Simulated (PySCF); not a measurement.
# One shape, several levels: NBrO (nitrosyl bromide)

Aim: a comparison of 6 runs (BHLYP/def2-TZVP, CAM-B3LYP/def2-TZVP, M06-2X/def2-TZVP, TPSS/def2-TZVP, wB97M-V/def2-TZVP, wB97X/def2-TZVP) of NBrO (nitrosyl bromide). 

The calculation is run with PySCF 2.14.0.

3 further runs of the same task are left out: 3 set aside as unsound or not needed.

## Step 1: The molecule

NBrO has 3 atoms, charge 0, and is taken as a singlet. SMILES: `O=NBr`. Geometry: relaxed at PBE0-D4/def2-TZVP.

Bond lengths: O1–N2 1.126 Å, N2–Br3 2.117 Å. Angles: O1–N2–Br3 114.9°.

## Step 2: A single-point energy at BHLYP/def2-TZVP (run 1)

File input.py:

```python
# nitrosyl bromide
from pyscf import gto, dft

mol = gto.M(
    atom='''
O      1.779706    -1.222275     0.847599
N     -0.084924    -1.202773    -0.175612
Br    -1.694782     2.425048    -0.671968
''',
    unit='bohr',
    max_memory=1860,
    basis='def2-tzvp',
    verbose=3,
    charge=0,
)

calc0 = dft.RKS(mol, xc='bhandhlyp')
calc0.conv_tol = 1e-10
calc0.grids.level = 5
calc0.kernel()
if not calc0.converged:
    calc0 = calc0.newton().run(calc0.mo_coeff, calc0.mo_occ)

energy = calc0.e_tot
print(f'total energy: {energy:.8f} hartree')
```

Launch:

```console
$ OMP_NUM_THREADS=1 python input.py
```

The program printed:

```text
converged SCF energy = -2704.01450540396
total energy: -2704.01450540 hartree
```

It took 20 s on 1 thread of Arm Neoverse V1, shared host; peak memory 0.57 GiB.

## Step 3: The energy at CAM-B3LYP/def2-TZVP (run 2)

File job.py:

```python
# nitrosyl bromide
from pyscf import gto, dft

mol = gto.Mole()
mol.atom = '''
O      1.779706    -1.222275     0.847599
N     -0.084924    -1.202773    -0.175612
Br    -1.694782     2.425048    -0.671968
'''
mol.verbose = 4
mol.max_memory = 1860
mol.basis = 'def2-tzvp'
mol.spin = 0
mol.unit = 'bohr'
mol.build()

myscf = dft.RKS(mol, xc='cam-b3lyp')
myscf.grids.level = 5
myscf.conv_tol = 1e-10
myscf.kernel()
if not myscf.converged:
    myscf = myscf.newton().run(myscf.mo_coeff, myscf.mo_occ)

energy = myscf.e_tot
print('Final energy', energy)
```

Launch:

```console
$ OMP_NUM_THREADS=1 python job.py
```

The program printed:

```text
PySCF version 2.14.0

[... 77 lines left out ...]
converged SCF energy = -2704.18227071172
Final energy -2704.1822707117185
```

Wall time 33 s (1 thread of Arm Neoverse V1, shared host); peak memory 0.57 GiB.

## Step 4: A single-point energy at M06-2X/def2-TZVP (run 3)

File job.py:

```python
# nitrosyl bromide
from pyscf import gto, dft

mol = gto.Mole()
mol.atom = '''
O      0.941780    -0.646800     0.448530
N     -0.044940    -0.636480    -0.092930
Br    -0.896840     1.283280    -0.355590
'''
mol.max_memory = 1860
mol.spin = 0
mol.verbose = 4
mol.basis = 'def2-tzvp'
mol.build()

mf = dft.RKS(mol)
mf.xc = 'm06-2x'
mf.grids.level = 5
mf.conv_tol = 1e-10
mf.kernel()
if not mf.converged:
    mf = mf.newton().run(mf.mo_coeff, mf.mo_occ)

e_tot = mf.e_tot
print(f'total energy: {e_tot:.8f} hartree')
```

Launch:

```console
$ OMP_NUM_THREADS=1 python job.py
```

The program printed:

```text
PySCF version 2.14.0

[... 76 lines left out ...]
converged SCF energy = -2704.08637167142
total energy: -2704.08637167 hartree
```

Run time: 40 s. Hardware: 1 thread of Arm Neoverse V1, shared host; peak memory 0.59 GiB.

Runs 4 to 5 aren't shown in full; the table further down has their settings and results.

## Step 5: The energy at wB97X/def2-TZVP (run 6)

File run.py:

```python
from pyscf import gto, dft

system = gto.M(
    atom='''
O      1.779706    -1.222275     0.847599
N     -0.084924    -1.202773    -0.175612
Br    -1.694782     2.425048    -0.671968
''',
    unit='bohr',
    spin=0,
    basis='def2-tzvp',
    max_memory=1860,
    verbose=3,
)

mf = dft.RKS(system, xc='wb97x')
mf.conv_tol = 1e-10
mf.grids.level = 5
mf.kernel()
if not mf.converged:
    mf = mf.newton().run(mf.mo_coeff, mf.mo_occ)

etot = mf.e_tot
print('Final energy', etot)
```

Launch:

```console
$ OMP_NUM_THREADS=1 python run.py
```

The program printed:

```text
converged SCF energy = -2704.0935240855
Final energy -2704.0935240855047
```

It took 32 s on 1 thread of Arm Neoverse V1, shared host; peak memory 0.57 GiB.

## Step 6: All runs side by side

```tsv
run	level	nlc grid	energy (Eh)	dipole moment (D)	HOMO energy (eV)	LUMO energy (eV)	wall time
1	BHLYP/def2-TZVP	–	-2704.014505	1.92	-9.26	-2.37	20 s
2	CAM-B3LYP/def2-TZVP	–	-2704.182271	1.90	-9.41	-2.46	33 s
3	M06-2X/def2-TZVP	–	-2704.086372	2.04	-9.30	-2.40	40 s
4	TPSS/def2-TZVP	–	-2704.047053	1.83	-6.99	-4.70	35 s
5	wB97M-V/def2-TZVP	1	-2703.927412	2.06	-10.20	-1.22	66 s
6	wB97X/def2-TZVP	–	-2704.093524	2.04	-10.30	-1.29	32 s
```

## Step 7: Summary of results

| quantity | value |
| --- | --- |
| run 6: total energy | -2704.09352 Eh |
| run 6: dipole moment | 2.04 D |
| run 6: HOMO energy | -10.30 eV |
| run 6: LUMO energy | -1.29 eV |
| run 6: HOMO–LUMO gap | 9.01 eV |

In words: The dipole moment (its size) runs from 1.83 D (TPSS/def2-TZVP) to 2.06 D (wB97M-V/def2-TZVP). The HOMO–LUMO gap runs from 2.30 eV (TPSS/def2-TZVP) to 9.01 eV (wB97X/def2-TZVP). Totals of different functionals can't be ranked against each other. All runs together took 3.7 min, the longest 66 s.
